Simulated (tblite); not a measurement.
# C3H11F2NSi2: the cost of one run

The runs use tblite 0.8.0 and PySCF 2.14.0, with density-fitted response routines of our own; the level of theory stands in each step. All values are computed, except where a source is named. Atoms count from 0, in the outputs and in this text.

## 1. The starting structure

19 atoms, charge 0, multiplicity 1; geometry from: force field or distance geometry start.

Bonds of the start (Å): C0–N1 1.47, N1–Si2 1.70, N1–C3 1.49, C3–Si4 1.88, Si4–C5 1.83, C5–F6 1.36, C5–F7 1.37, C0–H8 1.09, C0–H9 1.10, C0–H10 1.11, Si2–H11 1.49, Si2–H12 1.48, Si2–H13 1.48, C3–H14 1.10, C3–H15 1.12, Si4–H16 1.50, Si4–H17 1.50, C5–H18 1.09.

## 2. Relaxing the molecule with GFN2-xTB

The job: settings as JSON, then the geometry in Å.

```
{"job": {"kind": "relax", "xc": "GFN2-xTB", "basis": "xTB"}, "charge": 0, "multiplicity": 1}
C     -1.731200    -1.145200     0.749800
N     -1.332800     0.184700     0.253200
Si    -2.139400     0.943500    -1.041700
C      0.081900     0.482000     0.620100
Si     1.404300    -0.339000    -0.436600
C      3.077600     0.100700     0.160400
F      3.233300    -0.294500     1.451600
F      3.249300     1.457100     0.168400
H     -1.385100    -1.947800     0.092300
H     -1.369100    -1.338200     1.766800
H     -2.835300    -1.219100     0.816700
H     -3.608700     0.853400    -0.791900
H     -1.698200     2.356000    -1.098700
H     -1.780100     0.220500    -2.285600
H      0.240700     1.569000     0.601600
H      0.257500     0.195900     1.687200
H      1.228400     0.089800    -1.861800
H      1.207200    -1.823800    -0.438500
H      3.890000    -0.335600    -0.420700
```

On the command line:

```sh
$ OMP_NUM_THREADS=1 python probes_run.py task.json out
```

One launch serves the whole session: the jobs run in the order shown.

Q: Estimate the wall time and peak memory of this first job on 1 thread of Arm Neoverse N1, shared host.

About 1.6 s, with a peak of 0.18 GiB.
